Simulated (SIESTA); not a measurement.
The system is CuO2.

```
CELL_PARAMETERS angstrom
1.41261 -5.21075 0.00000
1.41261 5.21075 0.00000
0.00000 0.00000 4.34342
ATOMIC_POSITIONS crystal
Cu 0.16725 0.83275 0.75000
Cu 0.83275 0.16725 0.25000
O 0.78897 0.21103 0.75000
O 0.21103 0.78897 0.25000
O 0.55149 0.44851 0.75000
O 0.44851 0.55149 0.25000
```

The cell comes from a database or a generator and needn't be the stable form of this composition.

Base run:

| Property | Result |
| --- | --- |
| Program | SIESTA 5.4.2 |
| Functional | PBE |
| Potentials or basis | PseudoDojo 0.4 standard (PBE files) |
| Basis | DZP (energy shift 0.003 Ry; two zetas on semicore shells) |
| Grid cutoff | 800 Ry |
| Energy shift | 0.003 Ry |
| k mesh | 10 × 10 × 6 |
| Occupations | fermi-dirac, width 0.05 eV |
| Spin | no spin polarisation |

Its results: band gap on the k mesh none (metal or under the smearing width); pressure 0.3 GPa; largest force 0.388 eV/Å.

The run is repeated on the same cell with these changes: functional from PBE to PBEsol; potentials or basis from PseudoDojo 0.4 standard (PBE files) to PseudoDojo 0.4 standard (PBEsol files). What comes out?

Band gap on the k mesh none (metal or under the smearing width); pressure -6.9 GPa; largest force 0.196 eV/Å.

Caveats: short orbitals over semicore shells can move pressures by several GPa; the basis of atomic orbitals isn't converged, which shifts pressures, moduli and gaps; the run has no spin polarisation, though such a crystal can be magnetic; semilocal functionals often make such compounds metallic where correlation or magnetic order opens a gap, which also shifts bond lengths.

Not every run made on this cell is shown here.
